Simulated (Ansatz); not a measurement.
**Re (bcc type): how the settings move a single-point run**

How sensitive is a single-point run of Re (bcc type) to its settings? A reference run comes first, then one run with altered input.

Program: Ansatz 0.2.0. Level of theory: reference: DFT, LDA, all-electron LAPW, scalar-relativistic. These are calculated values, not measurements.

## (1) The starting structure

The structure is cubic, space group Im-3m (No. 229). Conventional cell: a = 2.700 Å, b = 2.700 Å, c = 2.700 Å, α = 90.00°, β = 90.00°, γ = 90.00°. Re (site symmetry m-3m) is surrounded by 8 Re at 2.34 Å.

Structure file:

```cif
data_structure
_symmetry_space_group_name_H-M 'Im-3m'
_symmetry_Int_Tables_number 229
_cell_length_a 2.7001
_cell_length_b 2.7001
_cell_length_c 2.7001
_cell_angle_alpha 90.000
_cell_angle_beta 90.000
_cell_angle_gamma 90.000
_cell_volume 19.69
loop_
_atom_site_label
_atom_site_type_symbol
_atom_site_symmetry_multiplicity
_atom_site_Wyckoff_symbol
_atom_site_fract_x
_atom_site_fract_y
_atom_site_fract_z
_atom_site_occupancy
Re1 Re 2 a 0.00000 0.00000 0.00000 1
```

## (2) Reference

Input file input.yaml:

```yaml
crystal:
  lattice:
    - [-1.3500588784, 1.3500588784, 1.3500588784]
    - [1.3500588784, -1.3500588784, 1.3500588784]
    - [1.3500588784, 1.3500588784, -1.3500588784]
  atoms:
    - { symbol: Re, position: [0.0, 0.0, 0.0] }
kpoints:
  mp_grid: { grid: [19, 19, 19] }
scf:
  occupations: { method: fermi_dirac, width: 0.1 }
hamiltonian:
  xc: lda
  pseudopotentials: { kind: all_electron, lapw: { basis_error: 0.001 } }
output:
  forces: true
  stress: true
  eigenvalues: true
  populations: true
```

The run is started by

```sh
$ ansatz run input.yaml --threads 1 --pin off --max-ram 2048MiB --backend cpu --events-out ev --progress --plain --runs-dir out
```

## (3) Changing settings: n_extra_bands 1

input.yaml: that of step 2 with these lines changed.

```diff
@@ -11,2 +11,3 @@
   occupations: { method: fermi_dirac, width: 0.1 }
+  n_extra_bands: 1
 hamiltonian:
```

Q: Predict the outcome of this session. Wanted: for each run, ending; energy change; pressure; gap; force.

The runs gave:

```
               run     ending  energy change  pressure (GPa)  gap (eV)  force (eV/Å)  cycles  time
         reference  converged              0           346.4      0.00          0.00       7  30 s
1: n_extra_bands 1  converged   0.0 meV/atom           346.4      0.00          0.00       7  29 s
```

Residual by cycle in the longest SCF loop of each run; runs are numbered as in the table. The quantity is the density residual dr2, in eV.

```
cycle  reference    run 1
    1     0.0441   0.0441
    2      0.013    0.013
    3    0.00587  0.00587
    4    0.00133  0.00132
    5     1.3e-4   1.3e-4
    6     5.9e-6   5.9e-6
    7     5.6e-8   5.7e-8
```

**Reading.** Same state: the changed band count leaves the energy within 0.5 meV/atom. The structure is not at rest: the sound run finds 346 GPa, so these are no properties of the relaxed crystal. 
